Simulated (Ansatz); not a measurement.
# C₃H₉AlO₃: taking an electron away

One table from this session's results is given with a row withheld; the runs are named, their logs left out.

Program: Ansatz 0.2.0, Gaussian basis. Level of theory: unrestricted cation, the program's frozen cores in correlated methods. These are calculated values, not measurements.

The runs, in order: UKS PBE-D4/def2-TZVPP; UKS r2SCAN-D4/def2-TZVPP; UKS PBE0-D4/def2-TZVPP; UKS B3LYP-D4/def2-TZVPP; UKS wB97X-V/def2-TZVPP; UKS wB97M-V/def2-TZVPP; UKS B2PLYP/def2-TZVPP; UHF-CCSD(T)/def2-TZVPP; UHF-MP2/def2-QZVPP; extrapolation to the limit; then −ε(HOMO) from the neutral's earlier runs with LDA (SPW92), PBE-D4, revPBE-D4, BLYP-D4, r2SCAN-D4, B97M-V, PBE0-D4, B3LYP-D4, r2SCANh-D4, r2SCAN0-D4, HSE06-D4, BHLYP-D4, CAM-B3LYP-D4, LC-ωPBE, ωB97X-V, ωB97M-V.

**Structure used throughout**

An earlier PBE0-D4 in a triple-zeta def2 set relaxation fixed the geometry.

16 atoms, charge 0, spin multiplicity 1.

Atoms are counted from 1 here; the program's logs count them from 0.

Bond lengths: C1–O2 1.398 Å, C1–H8 1.095 Å, C1–H9 1.096 Å, C1–H10 1.095 Å, O2–Al3 1.678 Å, Al3–O4 1.678 Å, Al3–O6 1.678 Å, O4–C5 1.398 Å, C5–H11 1.096 Å, C5–H12 1.095 Å, C5–H13 1.095 Å, O6–C7 1.398 Å, C7–H14 1.096 Å, C7–H15 1.095 Å, C7–H16 1.095 Å. Angles: O2–C1–H8 110.1°, O2–C1–H9 112.5°, O2–C1–H10 110.0°, H8–C1–H9 108.1°, H8–C1–H10 107.8°, H9–C1–H10 108.1°, C1–O2–Al3 134.3°, O2–Al3–O4 120.0°, O2–Al3–O6 120.0°, O4–Al3–O6 120.0°, Al3–O4–C5 134.3°, O4–C5–H11 112.5°, O4–C5–H12 110.0°, O4–C5–H13 110.1°, H11–C5–H12 108.1°, H11–C5–H13 108.1°, H12–C5–H13 107.8°, Al3–O6–C7 134.3° and more.

The first run:

in.yaml reads:

```yaml
crystal:
  periodic: [false, false, false]
  atoms:
    - {symbol: C, position_ang: [-2.680741, 0.860610, -0.349402]}
    - {symbol: O, position_ang: [-1.673646, -0.079802, -0.110700]}
    - {symbol: Al, position_ang: [-0.001481, -0.001497, 0.002868]}
    - {symbol: O, position_ang: [0.884675, -1.392790, 0.309709]}
    - {symbol: C, position_ang: [0.553184, -2.735591, 0.515889]}
    - {symbol: O, position_ang: [0.784535, 1.468135, -0.190762]}
    - {symbol: C, position_ang: [2.123322, 1.870759, -0.158199]}
    - {symbol: H, position_ang: [-3.376997, 0.888019, 0.495571]}
    - {symbol: H, position_ang: [-2.284423, 1.871879, -0.497316]}
    - {symbol: H, position_ang: [-3.248930, 0.583392, -1.243714]}
    - {symbol: H, position_ang: [-0.527036, -2.914299, 0.463089]}
    - {symbol: H, position_ang: [1.039306, -3.362487, -0.239199]}
    - {symbol: H, position_ang: [0.904696, -3.062312, 1.500358]}
    - {symbol: H, position_ang: [2.807972, 1.036854, 0.035327]}
    - {symbol: H, position_ang: [2.270804, 2.621369, 0.625589]}
    - {symbol: H, position_ang: [2.402060, 2.325162, -1.114909]}
basis:
  gaussian: {orbitals: def2-TZVPP}
total_charge: 1
magnetization: {spin_polarized: true, initial_magnetization: 1}
hamiltonian: {xc: pbe, dispersion: d4}
```

The run is started by

```sh
$ ansatz run in.yaml --threads 2 --pin off --events-out ev --progress --plain --max-ram 32768MiB --backend cuda --devices 0, --max-vram 18GiB
```

Among the steps run: Cation, UKS PBE-D4/def2-TZVPP; Cation, UKS r2SCAN-D4/def2-TZVPP; Cation, UKS PBE0-D4/def2-TZVPP; Cation, UKS B3LYP-D4/def2-TZVPP; Cation, UKS wB97X-V/def2-TZVPP; Cation, UKS wB97M-V/def2-TZVPP; Cation, UKS B2PLYP (frozen core)/def2-TZVPP; Cation, UHF-CCSD(T)/def2-TZVPP; Cation, UHF-MP2/def2-QZVPP.

One of the session's tables, all rows but one given; the rest of the session is left out.

It belongs to the step «Ionisation energies side by side». Orbital estimates, from the neutral's runs:

| functional | −ε(HOMO) (eV) |
| --- | --- |
| LDA (SPW92) | 6.48 |
| PBE-D4 | 6.34 |
| revPBE-D4 | 6.28 |
| BLYP-D4 | 6.25 |
| r2SCAN-D4 | 6.66 |
| B97M-V | 6.77 |
| PBE0-D4 | 7.89 |
| B3LYP-D4 | 7.65 |
| r2SCANh-D4 | 7.25 |
| r2SCAN0-D4 | 8.13 |
| HSE06-D4 | 7.49 |
| BHLYP-D4 | 9.40 |
| CAM-B3LYP-D4 | 9.35 |
| LC-ωPBE | ? |
| ωB97X-V | 10.38 |
| ωB97M-V | 10.31 |

**Question.** Estimate the row for LC-ωPBE.

**Answer.** −ε(HOMO) (eV): 10.71. In the column «−ε(HOMO) (eV)» it is the highest.
